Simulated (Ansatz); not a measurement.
I need a ladder of methods at one geometry of C2H6FGaO, SMILES C[O][Ga]([CH3])[F]. Use the Ansatz DFT code, driven from Python. Settings (for the species named): r2scan0, def2-SVP basis, multiplicity 1. The script varies functional: r2scan0, revpbe, pbe, blyp, hse06, pbe0.

| atom | x (Å) | y (Å) | z (Å) |
| --- | --- | --- | --- |
| C | 0.0379 | -0.1435 | 1.8249 |
| O | 1.2510 | 0.2631 | 1.3552 |
| Ga | 1.2017 | 0.2867 | -0.7614 |
| C | -0.3473 | -0.2284 | -1.8034 |
| F | 0.5736 | 2.0427 | -1.0034 |
| H | -0.0136 | -0.0967 | 2.9211 |
| H | -0.2387 | -1.1057 | 1.4335 |
| H | -0.7215 | 0.6515 | 1.4435 |
| H | -1.3499 | -0.2946 | -1.1610 |
| H | -0.6406 | -0.4686 | -2.8385 |
| H | 0.3129 | -0.9636 | -1.3899 |

`methods_c2h6fgao.py`
```python
"""C2H6FGaO at several levels of theory."""

from pathlib import Path

import ansatz as az
from ase import Atoms
import numpy as np

params = {
    "basis": "def2-SVP",
}


def main() -> None:
    atoms = Atoms(["C", "O", "Ga", "C", "F", "H", "H", "H", "H", "H", "H"], positions=[
        (0.0379, -0.1435, 1.8249),
        (1.251, 0.2631, 1.3552),
        (1.2017, 0.2867, -0.7614),
        (-0.3473, -0.2284, -1.8034),
        (0.5736, 2.0427, -1.0034),
        (-0.0136, -0.0967, 2.9211),
        (-0.2387, -1.1057, 1.4335),
        (-0.7215, 0.6515, 1.4435),
        (-1.3499, -0.2946, -1.161),
        (-0.6406, -0.4686, -2.8385),
        (0.3129, -0.9636, -1.3899),
    ])
    geometry = az.Crystal.molecule_from_ase(atoms)

    setup = geometry.calculation().basis(gaussian=params["basis"])

    print("functional    E (Ha)        dipole (D)   HOMO (eV)  LUMO (eV)")
    for name in ["r2scan0", "revpbe", "pbe", "blyp", "hse06", "pbe0"]:
        rep = setup.functional(name).forces().orbitals().run(runs_dir="runs").report
        lines = Path(rep["orbitals_path"]).read_text().splitlines()
        field_of = lambda key: [line.split("=")[1].strip() for line in lines if line.startswith(key)]
        orbitals = [(27.211386 * float(e), s, float(n)) for e, s, n in zip(field_of("Ene="), field_of("Spin="), field_of("Occup="))]
        homo = max(e for e, _, n in orbitals if n > 0.5)
        lumo = min(e for e, _, n in orbitals if n < 0.5)
        dipole = 4.803205 * np.linalg.norm(rep["charge_distribution"]["dipole_moment_e_ang"])
        print(f"{name:10s} {rep['free_energy_ev'] / 27.211386246:14.6f} {dipole:9.3f} {homo:11.3f} {lumo:10.3f}")


if __name__ == "__main__":
    main()
```

```console
$ python methods_c2h6fgao.py
functional    E (Ha)        dipole (D)   HOMO (eV)  LUMO (eV)
r2scan0      -2178.965003     4.900      -7.233     -4.271
revpbe       -2178.962636     4.189      -5.464     -4.698
pbe          -2178.606596     4.185      -5.508     -4.770
blyp         -2179.182228     4.161      -5.411     -4.680
hse06        -2178.630297     4.728      -6.634     -4.597
pbe0         -2178.642301     4.734      -7.037     -4.234
```

What to keep in mind:
- Total energies depend on the basis set; only differences at equal settings carry meaning.
- The geometry is a force-field or estimated start, not a minimum of this method, and the basis set is short of its limit. A lower total doesn't mark the better method: functionals have no common bound, and MP2 and coupled cluster aren't variational.
- Levels such as HOMO and LUMO are orbital energies: with these approximate functionals they aren't the ionisation energy and electron affinity, and their gap isn't the fundamental gap.
- hse06 follows the composition of plane-wave codes, whose totals differ by tens of mHa, up to about 0.1 Ha, from the form usual in Gaussian-basis programs (wpbeh).
- It ran for 51 s on 1 thread of Arm Neoverse V1, on a shared host, peak memory 0.38 GiB.
